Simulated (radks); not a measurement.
# Taking charge from the 1s level of N⁺ in fractions

The task here is to estimate one member of a computed series from the others.

Program: radks (a radial shooting solver on a logarithmic mesh, Libxc functionals) version 1. Level of theory: Dirac Kohn-Sham, LDA (Slater exchange, Perdew-Wang correlation), spin-unpolarised, spherical densities, finite nucleus; open shells are shared between the two j in proportion to 2j + 1. These are calculated values, not measurements, unless marked.

### Starting point

```
element            : nitrogen (Z = 7)
charge             : +1
electrons          : 6
configuration      : [He] 2s2 2p2
nuclear rms radius : 2.5582 fm
```

Outer shells as boxes (Hund's rule):

N⁺
```
[He] core
2s [↑↓]
2p [↑ ][↑ ][  ]
```

Set-up of the first run:

The run's settings:

```text
Z 7
configuration [He] 2s2 2p2
relativity Dirac
functional lda,pw
spin unpolarised
j_filling average
nucleus finite rms 2.5582 fm
c 137.035999084
```

Steps of the session up to this table: Start: [He] 2s2 2p2.

One table of the session follows, with a row left open; its other results are not shown here.

It belongs to the step «Start: [He] 2s2 2p2». Radial moments (bohr):

| level | <r> | outermost maximum (interpolated) | 90 % within |
| --- | --- | --- | --- |
| 1s1/2 | 0.2311 | 0.149 | 0.414 |
| 2s1/2 | ? | ? | ? |
| 2p1/2 | 1.273 | 0.909 | 2.15 |
| 2p3/2 | 1.274 | 0.910 | 2.15 |

**Question.** Estimate the row for 2s1/2.

**Answer.** <r>: 1.252; outermost maximum (interpolated): 0.991; 90 % within: 1.98. In the column «<r>» it lies between 1s1/2 (0.2311) and 2p1/2 (1.273).
